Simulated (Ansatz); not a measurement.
Working through a few random alloy cells with their mixing energies of Os-Ti random alloys

Program: Ansatz 0.2.0, Python API.

Interactive session:
```pycon
>>> from collections import Counter
>>> from dataclasses import dataclass
>>> import csv
>>> import warnings
>>> import ansatz as az
>>> import numpy as np
>>> @dataclass
... class Options:
...     functional: str = 'pbesol'
...     ecut: int = 420
...     k_spacing: float = 0.39
...     smearing: str = 'fermi_dirac'
...     smearing_width: float = 0.05
...
>>> cfg = Options()
>>> def fcc(A, a):
...     return (
...         az.Lattice.fcc(a)
...         .space_group(225)
...         .atom(A, [0, 0, 0])
...         .primitive()
...     )
...
>>> A_FIRST, A_LAST = 3.82, 4.13
>>> def solve(name, crystal):
...     calc = crystal.calculation()
...     calc = calc.functional(cfg.functional)
...     calc = calc.basis(cfg.ecut)
...     calc = calc.eigensolver('davidson', full_accuracy=True)
...     calc = calc.mixing('anderson', preconditioner='none')
...     calc = calc.kpoints(spacing=cfg.k_spacing)
...     calc = calc.occupations(cfg.smearing, width=cfg.smearing_width)
...     calc = calc.band_table()
...     calc = calc.relax(force_tolerance=0.02, fix_cell=['shape'])
...     return calc.run(threads=1)
...
>>> def volume_per_atom(outcome):
...     return abs(np.linalg.det(outcome.lattice.cell_ang)) / len(outcome.lattice.sites)
...
>>> def counts(outcome):
...     return Counter(site.symbol for site in outcome.lattice.sites)
...
>>> warnings.simplefilter('ignore')
>>> phases = {'Os': fcc('Os', A_FIRST), 'Ti': fcc('Ti', A_LAST)}
>>> for k in [4]:
...     a = A_FIRST + (A_LAST - A_FIRST) * k / 8
...     supercell = fcc('Os', a).supercell(2).resolved()
...     for seed in [70, 94]:
...         drawn = supercell.site_disorder().occupy('Os', Os=8 - k, Ti=k).random(seed=seed)
...         phases[f'Os{8 - k}Ti{k} seed {seed}'] = drawn.crystal
...
>>> done = {}
>>> for name, crystal in phases.items():
...     done[name] = solve(name, crystal)
...     print(f'{name}: {done[name].report["energy_sigma0_ev"]:.4f} eV, {len(done[name].lattice.sites)} atoms')
...
Os: -11250.9297 eV, 1 atoms
Ti: -2473.8336 eV, 1 atoms
Os4Ti4 seed 70: -54900.5430 eV, 8 atoms
Os4Ti4 seed 94: -54901.0543 eV, 8 atoms
>>> # x is the share of the second element on the mixed sites; both end members stand on this same lattice
>>> x = {name: counts(o)['Ti'] / (counts(o)['Os'] + counts(o)['Ti']) for name, o in done.items()}
>>> first, last = min(x, key=x.get), max(x, key=x.get)
>>> energy = {name: o.report['energy_sigma0_ev'] / len(o.lattice.sites) for name, o in done.items()}
>>> volume = {name: volume_per_atom(o) for name, o in done.items()}
>>> rows = []
>>> for name in sorted(done, key=x.get):
...     line = lambda table: (1 - x[name]) * table[first] + x[name] * table[last]
...     rows.append((name, x[name], 1000 * (energy[name] - line(energy)), volume[name], 100 * (volume[name] / line(volume) - 1)))
...
>>> with open('random_alloy.csv', 'w', newline='') as handle:
...     writer = csv.writer(handle)
...     writer.writerow(['cell', 'x(Ti)', 'E_mix (meV/atom)', 'V (A^3/atom)', 'excess V (%)'])
...     writer.writerows([round(v, 4) if isinstance(v, float) else v for v in row] for row in rows)
...
55
>>> print(open('random_alloy.csv').read())
cell,x(Ti),E_mix (meV/atom),V (A^3/atom),excess V (%)
Os,0.0,0.0,13.941,0.0
Os4Ti4 seed 70,0.5,-186.2351,14.7168,-4.0205
Os4Ti4 seed 94,0.5,-250.1573,14.6969,-4.1505
Ti,1.0,0.0,16.7256,0.0
```

These settings explore the input space; cutoff and mesh may be short of convergence. For the metals among these phases the mesh is modest: differences between phases can be off by up to 40 meV an atom. Atoms and volume are relaxed with the cell's shape held, which in cells of lower than cubic symmetry can hide stresses and shift volumes. Spin-orbit coupling, which matters for elements this heavy, is left out. Cells of eight mixed sites are far from the random limit, and both end members stand on the same lattice, which need not be their own. Differences under about 40 meV an atom lie within the error of mesh and functional. The cells are prototypes set up for this calculation and needn't exist. Wall time of the script: 10 min on 1 thread of Arm Neoverse N1 (shared host), peak memory 0.55 GiB.
